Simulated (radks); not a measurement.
# Ge inside a hard spherical wall

The task here is to estimate one member of a computed series from the others.

The numbers are computed with radks (a radial shooting solver on a logarithmic mesh, Libxc functionals) version 1 (non-relativistic Kohn-Sham, LDA (Slater exchange, VWN5 correlation), spin-unpolarised, spherical densities, point nucleus), except any that are marked as measured or tabulated.

### The system

* element: germanium (Z = 32)
* charge: 0
* electrons: 32
* configuration: [Ar] 3d10 4s2 4p2

The outer shells:

Ge
```
[Ar] core
3d [↑↓][↑↓][↑↓][↑↓][↑↓]
4s [↑↓]
4p [↑ ][↑ ][  ]
```

The first run:

Input:

```text
Z 32
configuration [Ar] 3d10 4s2 4p2 5s0 4d0 5p0
relativity non-relativistic
functional lda,vwn5
spin unpolarised
nucleus point
```

On the command line:

```sh
$ python run_ks.py task.json out
```

The same process makes all the runs of this session.

Among the steps run: The free atom; Wall at 20 bohr; Wall at 12 bohr; Wall at 10 bohr; Wall at 7 bohr; Wall at 5 bohr; Wall at 4 bohr; Wall at 3 bohr; Wall at 2 bohr; Wall at 1.5 bohr.

One table of the session follows, with a row left open; its other results are not shown here.

| R (bohr) | E − E(free) (eV) | ε(4p) (eV) | ε(5s, empty) (eV) | ε(5p, empty) (eV) | ε(4d, empty) (eV) |
| --- | --- | --- | --- | --- | --- |
| free | 0.000 | -4.079 | -0.427 | - | - |
| 20 | 0.000 | -4.079 | -0.414 | 0.365 | 0.767 |
| 12 | 0.001 | -4.073 | -0.124 | 1.271 | 1.517 |
| 10 | 0.011 | -4.044 | 0.326 | 2.205 | 2.055 |
| 7 | 0.274 | -3.604 | 3.248 | 6.850 | 4.252 |
| 5 | ? | ? | ? | ? | ? |
| 4 | 9.797 | 2.872 | 29.219 | 38.184 | 17.477 |
| 3 | 40.744 | 16.127 | 74.396 | 87.326 | 37.854 |
| 2 | 239.39 | 76.516 | 249.29 | 266.31 | 111.91 |
| 1.5 | 773.88 | 202.95 | 562.34 | 572.87 | 240.40 |

**Question.** Estimate the row for R (bohr) = 5.

Worked estimate for «E − E(free) (eV)». A straight line through the neighbours (7, 0.274) and (4, 9.797) gives 0.274 + (9.797 − 0.274) × (5 − 7) / (4 − 7) = 6.623; a parabola fitted to 4 rows on both sides gives 8.165.

**Answer.** E − E(free) (eV): 2.743; ε(4p) (eV): -1.371; ε(5s, empty) (eV): 13.142; ε(5p, empty) (eV): 19.567; ε(4d, empty) (eV): 9.690. In «E − E(free) (eV)» the line misses by +3.880 and the parabola by +5.422. The values bend between the rows more than so simple an estimate can follow.

In words: At the tightest wall, 1.5 bohr, the energy stands 773.88 eV above the free atom and the pressure, −dE/dV, is 78646 GPa. Of the levels in the table that exist at both ends, 5s (empty) rises most from the free atom (562.76 eV). From R = 4 bohr inwards the highest occupied level lies above zero, pushed up by confinement. Shells are not refilled when levels cross, and a hard wall is a model, not a crystal.
